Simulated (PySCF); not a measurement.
# CoI₃: structure of the quintet

Where does quintet CoI₃ go from a trigonal pyramidal start, is the end point a minimum, and what are its modes, charges and moments?

The runs use PySCF 2.14.0; PBE, basis Co def2-SVP, I def2-SVP with ECP28, scalar-relativistic core potentials, no spin–orbit coupling, density fitting.

## (1) The starting structure

4 atoms, charge 0, spin multiplicity 5.

Bond lengths: Co1–I2 2.440 Å, Co1–I3 2.440 Å, Co1–I4 2.440 Å. Angles: I2–Co1–I3 99.8°, I2–Co1–I4 99.8°, I3–Co1–I4 99.8°.

Coordinates in bohr (charge 0 multiplicity 5):
```
Co    0.0000    0.0000   -1.8745
I     4.0713    0.0000    0.2902
I    -2.0356    3.5258    0.2902
I    -2.0357   -3.5258    0.2902
```

## (2) Relaxation: trigonal pyramidal start, quintet

The steps below are one call of a driver around PySCF. For each, scf.py gives the equivalent set-up of the SCF; relaxations use the driver's own optimiser. Before each start the driver seeks the lowest SCF state from one or more starting densities and follows internal instabilities, so scf.py alone need not reach the same state.

The program finds C3v symmetry in the start, which this walk keeps.

Contents of scf.py:

```python
from pyscf import gto, scf, dft
mol = gto.M(atom='''
Co     0.000000     0.000000    -0.991949
I      2.154420    -0.000017     0.153551
I     -1.077195     1.865791     0.153551
I     -1.077225    -1.865774     0.153551''',
    basis={'Co': 'def2-SVP', 'I': 'def2-SVP'},
    ecp={'I': 'def2-SVP'},
    charge=0, spin=4)
mf = dft.UKS(mol, xc='PBE')
mf.grids.atom_grid = (50, 194)
aux = {'Co': 'def2-universal-JKFIT', 'I': 'def2-universal-JKFIT'}
mf = mf.density_fit(auxbasis=aux)
mf.kernel()
```

Further steps of the session: Is it a minimum? Harmonic modes.

Q: Predict the outcome of this session. Wanted: minimum; geometry; wavenumbers; dipole moment; highest occupied, lowest empty level; polar-tensor charge of Co1; zero-point energy; atomisation energy; ⟨S²⟩.

**Answer**, as computed:

| quantity | value |
| --- | --- |
| minimum | quintet, D3h |
| geometry | Co–I 2.446 Å (×3); I–Co–I 120.0° (×3) |
| wavenumbers (cm⁻¹) | 52 (e'), 75 (a2''), 148 (a1'), 289 (e') |
| dipole moment | 0.00 D |
| highest occupied, lowest empty level (either spin) | -6.43, -5.44 eV |
| polar-tensor charge of Co1 | +0.84 e |
| zero-point energy | 5.4 kJ/mol |
| entropy at 298.15 K | 402.7 J/(mol K) |
| atomisation energy (no zero-point energy) | 861 kJ/mol |
| ⟨S²⟩ | 6.005 |

In words: From C3v at the start the molecule goes to a D3h minimum. In the infrared the band at 289 cm⁻¹ (e') leads. The dipole vanishes although Co1 carries +0.8 e by the polar tensor: the bond dipoles cancel. Most of the spin sits on Co1 (Mulliken spin 2.61, against 4 for the whole molecule). Other starts or spin states, not run here, may lie lower. Modes under about 90 cm⁻¹ are uncertain by tens of cm⁻¹. One determinant may miss the lowest occupation of an open d or f shell. With an element this heavy the missing spin–orbit coupling can shift these numbers.
